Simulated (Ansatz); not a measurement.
# C₂H₇BOS: one species, many methods

How much do the methods differ for C₂H₇BOS? The plan is to run it at one geometry with functionals of several rungs and with coupled cluster. The yardstick is the atomisation energy at the CCSD(T) limit.

The runs use Ansatz 0.2.0, Gaussian basis; functionals in def2-TZVPP, the program's frozen cores in correlated methods.

Levels to be run: PBE-D4, r2SCAN-D4, PBE0-D4, B3LYP-D4, ωB97X-V, ωB97M-V, B2PLYP; CCSD(T)/def2-TZVPP; MP2/def2-QZVPP; extrapolation to the limit.

## Step 1: The geometry

All runs share one geometry, relaxed beforehand with PBE0-D4 in a triple-zeta def2 set.

12 atoms, charge 0, spin multiplicity 1.

Atoms are counted from 1 here; the program's logs count them from 0.

Bond lengths: B1–O2 1.341 Å, B1–H6 1.196 Å, B1–H7 1.203 Å, O2–C3 1.418 Å, C3–C4 1.513 Å, C3–H8 1.092 Å, C3–H9 1.096 Å, C4–S5 1.806 Å, C4–H10 1.091 Å, C4–H11 1.092 Å, S5–H12 1.343 Å. Angles: O2–B1–H6 117.0°, O2–B1–H7 120.1°, H6–B1–H7 122.9°, B1–O2–C3 122.2°, O2–C3–C4 109.6°, O2–C3–H8 108.0°, O2–C3–H9 110.1°, C4–C3–H8 109.9°, C4–C3–H9 110.6°, H8–C3–H9 108.5°, C3–C4–S5 112.4°, C3–C4–H10 111.0°, C3–C4–H11 109.9°, S5–C4–H10 110.3°, S5–C4–H11 105.5°, H10–C4–H11 107.5°, C4–S5–H12 96.9°.

## Step 2: PBE-D4 (GGA)

in.yaml

```yaml
crystal:
  periodic: [false, false, false]
  atoms:
    - {symbol: B, position_ang: [-0.834703, 1.349147, 1.571496]}
    - {symbol: O, position_ang: [-0.184778, 0.196461, 1.355962]}
    - {symbol: C, position_ang: [-0.300900, -0.519136, 0.136726]}
    - {symbol: C, position_ang: [1.022697, -0.493434, -0.595393]}
    - {symbol: S, position_ang: [1.000387, -1.503586, -2.092542]}
    - {symbol: H, position_ang: [-0.656520, 1.883426, 2.626540]}
    - {symbol: H, position_ang: [-1.557744, 1.801665, 0.722500]}
    - {symbol: H, position_ang: [-0.575253, -1.549268, 0.374214]}
    - {symbol: H, position_ang: [-1.092168, -0.081731, -0.482075]}
    - {symbol: H, position_ang: [1.317343, 0.530197, -0.833312]}
    - {symbol: H, position_ang: [1.804391, -0.923046, 0.034576]}
    - {symbol: H, position_ang: [0.134248, -0.745895, -2.784691]}
basis:
  gaussian: {orbitals: def2-TZVPP}
hamiltonian: {xc: pbe, dispersion: d4}
output: {forces: true, orbitals: {seedname: orbitals}}
```

On the command line:

```console
$ ansatz run in.yaml --threads 4 --pin off --events-out ev --progress --plain --max-ram 10444MiB
```

Further steps of the session: r2SCAN-D4 (meta-GGA); PBE0-D4 (hybrid); B3LYP-D4 (hybrid); ωB97X-V (range-separated); ωB97M-V (range-separated); B2PLYP (double hybrid); CCSD(T) in def2-TZVPP; MP2 in def2-QZVPP.

Q: Predict the results of all the runs planned. Wanted: atomisation energy, CCSD(T)/CBS; farthest; mean size of error, hybrid; mean size of error, range-separated; gap, smallest and largest; T1 diagnostic; triples share of the correlation energy.

As calculated:

| quantity | value |
| --- | --- |
| atomisation energy, CCSD(T)/CBS | 1072.0 kcal/mol |
| functionals within 5.4 kcal/mol (0.5 %) | PBE0-D4, B3LYP-D4, ωB97X-V |
| farthest | PBE-D4 (+22.5 kcal/mol) |
| mean size of error, hybrid | 3.6 kcal/mol |
| mean size of error, range-separated | 5.7 kcal/mol |
| gap, smallest and largest | 4.39 eV (PBE-D4), 11.15 eV (ωB97X-V) |
| T1 diagnostic | 0.0127 |
| triples share of the correlation energy | 3.9 % |

In words: PBE-D4 is off by +22.5 kcal/mol. Double hybrids carry the basis error of their MP2 part in triple zeta, and no dispersion term here, so their miss is partly the set-up's. The reference freezes the cores and leaves out relativity and excitations past (T), so misses under about 5.4 kcal/mol can't be ranked. Hartree-Fock recovers 74 % of the binding; the rest is correlation. The gap grows from 4.4 to 11.2 eV across the functionals, mostly with the share of exact exchange.
